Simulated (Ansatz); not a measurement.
# [Au(OH)4]- (H4AuO4−): the relaxed shape and its frontier levels

What does [Au(OH)4]- (H4AuO4−) look like as a singlet, and where do its frontier electrons sit?

The runs use Ansatz 0.2.0, Gaussian basis; RKS PBE0-D4/def2-TZVPD.

Levels to be run: relaxation at PBE0-D4/def2-SVPD; a search for the lowest solution at PBE0-D4/def2-SVP; a single point at PBE0-D4/def2-TZVPD; harmonic vibrations at PBE0-D4/def2-SVPD.

## Step 1: The starting structure

9 atoms, charge -1, spin multiplicity 1.

Atoms are counted from 1 here; the program's logs count them from 0.

Bond lengths: Au1–O2 1.927 Å, Au1–O4 1.927 Å, Au1–O6 1.927 Å, Au1–O8 1.927 Å, O2–H3 0.957 Å, O4–H5 0.957 Å, O6–H7 0.958 Å, O8–H9 0.957 Å. Angles: O2–Au1–O4 90.0°, O2–Au1–O6 179.9°, O2–Au1–O8 90.0°, O4–Au1–O6 90.0°, O4–Au1–O8 180.0°, O6–Au1–O8 90.0°, Au1–O2–H3 106.1°, Au1–O4–H5 106.1°, Au1–O6–H7 106.2°, Au1–O8–H9 106.2°.

Formally the metal is d8. Au takes a core potential in the def2 sets. No spin-orbit coupling is included. The ion is computed in the gas phase, without counter-ions or solvent.

The start is a GFN2-xTB geometry.

## Step 2: Relaxation at PBE0-D4/def2-SVPD

The input, in.yaml:

```yaml
crystal:
  periodic: [false, false, false]
  atoms:
    - {symbol: Au, position_ang: [-0.000050, 0.000110, 0.003540]}
    - {symbol: O, position_ang: [1.880670, 0.415960, -0.043890]}
    - {symbol: H, position_ang: [2.339130, -0.424510, -0.051740]}
    - {symbol: O, position_ang: [-0.414710, 1.881550, 0.022920]}
    - {symbol: H, position_ang: [0.425610, 2.339560, 0.001420]}
    - {symbol: O, position_ang: [-1.880880, -0.415870, 0.047630]}
    - {symbol: H, position_ang: [-2.339890, 0.424530, 0.048240]}
    - {symbol: O, position_ang: [0.415100, -1.881350, -0.015710]}
    - {symbol: H, position_ang: [-0.424990, -2.339960, -0.012400]}
basis:
  gaussian: {orbitals: def2-SVPD}
total_charge: -1
hamiltonian: {xc: pbe0, dispersion: d4}
scf: {lower_state_search: "off"}
output: {orbitals: {seedname: orbitals}}
relax: {f_tol: 0.02, max_steps: 100}
```

Launch:

```
> ansatz run in.yaml --threads 4 --pin off --events-out ev --progress --plain --max-ram 3916MiB
```

Further steps of the session: Searching for the lowest solution, PBE0-D4/def2-SVP; Single point, PBE0-D4/def2-TZVPD; Harmonic vibrations.

Q: Predict the results of all the runs planned. Wanted: point group; near neighbours of the metal; HOMO, LUMO at PBE0-D4/def2-TZVPD; charge on the metal; lowest, highest wavenumber.

As calculated:

| quantity | value |
| --- | --- |
| point group | C4h |
| near neighbours of the metal | O 1.99, O 1.99, O 1.99, O 1.99 Å |
| HOMO, LUMO at PBE0-D4/def2-TZVPD | -2.40, 3.04 eV |
| charge on the metal (Mulliken, PBE0-D4/def2-TZVPD) | +0.91 e |
| lowest, highest wavenumber | 176, 3882 cm⁻¹ |

What this shows: The molecule keeps its bonding pattern by the stored test; the atoms moved 0.05 Å (rms). The Mulliken charge of the metal, +0.91 e, depends on the basis and isn't its oxidation state. All wavenumbers are real: a minimum at this level. Whether this spin is the lowest isn't tested here.
